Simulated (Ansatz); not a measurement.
# BF2H4N: the cost of one run

All numbers below are computed with Ansatz 0.2.0 (RKS PBE-D4/def2-SVPD).

## (1) The starting structure

Bond lengths: N2–H3 1.060 Å, N2–H4 1.060 Å, B1–F5 1.320 Å, B1–F6 1.320 Å. Angles: H3–N2–H4 120.0°, F5–B1–F6 120.0°.

Structure file:

```xyz
8

B     0.0000    0.0000    0.0000
N     0.0000    0.0000    1.9000
H    -0.8770   -0.2713    2.4300
H     0.8770    0.2713    2.4300
F     1.1431    0.0000   -0.6600
F    -1.1431    0.0000   -0.6600
H    -0.1864    1.4017    0.4698
H    -0.1534    1.1538    1.3606
```

## (2) A restrained relaxation towards end A

Springs on the bonds that form and break draw the guess towards this end; the thresholds are loose.

Input file input.yaml:

```yaml
crystal:
  periodic: [false, false, false]
  atoms:
    - { symbol: B, position_ang: [0.0, 0.0, 0.0] }
    - { symbol: "N", position_ang: [0.0, 0.0, 1.9] }
    - { symbol: H, position_ang: [-0.877, -0.2713, 2.43] }
    - { symbol: H, position_ang: [0.877, 0.2713, 2.43] }
    - { symbol: F, position_ang: [1.1431, 0.0, -0.66] }
    - { symbol: F, position_ang: [-1.1431, 0.0, -0.66] }
    - { symbol: H, position_ang: [-0.1864, 1.4017, 0.4698] }
    - { symbol: H, position_ang: [-0.1534, 1.1538, 1.3606] }
basis:
  gaussian: { orbitals: def2-SVPD }
hamiltonian:
  xc: pbe
  dispersion: d4
relax:
  f_tol: 0.15
  max_steps: 25
  restrain:
    - { distance: [0, 6], at: 2.39, k: 30.0 }
    - { distance: [7, 1], at: 2.26, k: 30.0 }
    - { distance: [0, 1], at: 1.55, k: 30.0 }
    - { distance: [7, 6], at: 0.66, k: 30.0 }
output:
  orbitals: {}
```

Command:

```
$ ansatz run input.yaml --threads 4 --pin off --max-ram 5120MiB --backend cpu --events-out ev --progress --plain --runs-dir out
```

**Question.** How long does this run take on 4 threads of Arm Neoverse V1, shared host, and how much memory does it need?

About 9.1 s, with a peak of 0.14 GiB.
